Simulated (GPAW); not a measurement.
Runs of GPAW 26.7.0 on HPbNO4. The typed cell holds 14 atoms: a = 4.120 Å, b = 6.427 Å, c = 8.387 Å, α = 67.04°, β = 89.96°, γ = 89.98°. The cell was built by a generator and needn't be a form met in nature.

```tsv
task	level	potentials or basis	spin	k mesh	band path	band points	spin axis theta (degrees)	spin axis phi (degrees)	soc after scf	gap on the mesh (eV)	pressure (GPa)	largest force (eV/Å)
band structure	PBE	GPAW PAW data sets (gpaw-data 1.2.1), pw	off	7 × 5 × 4	XGY,LGZ,NGM,RG	60	-	-	-	3.29	-0.3	0.11
band structure	PBE	GPAW PAW data sets (gpaw-data 1.2.1), pw	SOC, no magnetisation	7 × 5 × 4	XGY,LGZ,NGM,RG	60	54.7	45	second variation	3.11	-0.3	0.11
band structure	PBEsol	PAW data sets generated in the run's folder for this functional, pw	off	5 × 3 × 3	XGY,LGZ,NGM,RG	80	-	-	-	3.29	-3.0	0.43
band structure	LDA	the program's PAW data sets (release 1.2.1) made for this functional, pw	off	5 × 3 × 3	XGY,LGZ,NGM,RG	80	-	-	-	3.21	-6.0	(b)
density of states	PBE	GPAW PAW data sets (gpaw-data 1.2.1), pw	off	5 × 3 × 3	-	-	-	-	-	(a)	-0.3	0.11
single point	PBE	GPAW PAW data sets (gpaw-data 1.2.1), pw	off	7 × 5 × 4	-	-	-	-	-	3.29	-0.3	0.11
```

Alike in all rows: cell as given; cutoff (eV) 800; smearing fermi-dirac 0.05 eV.

Question: Fill in the values left out.

Answer: (a) 3.30; (b) 0.88.

Caveats: spin-orbit coupling is left out, which as a rule narrows the gap of such compounds by several tenths of an eV (some runs); an odd mesh through Γ misses points on the zone boundary, where band edges often lie (some runs); spin-orbit coupling was added after a scalar SCF, so levels and gaps hold it while energy, forces, pressure and moments don't (some runs); this program's spin-orbit splittings come out too wide for heavy elements (some runs).

A k mesh can miss the band edges, and rows without SOC leave out spin-orbit coupling on Pb.
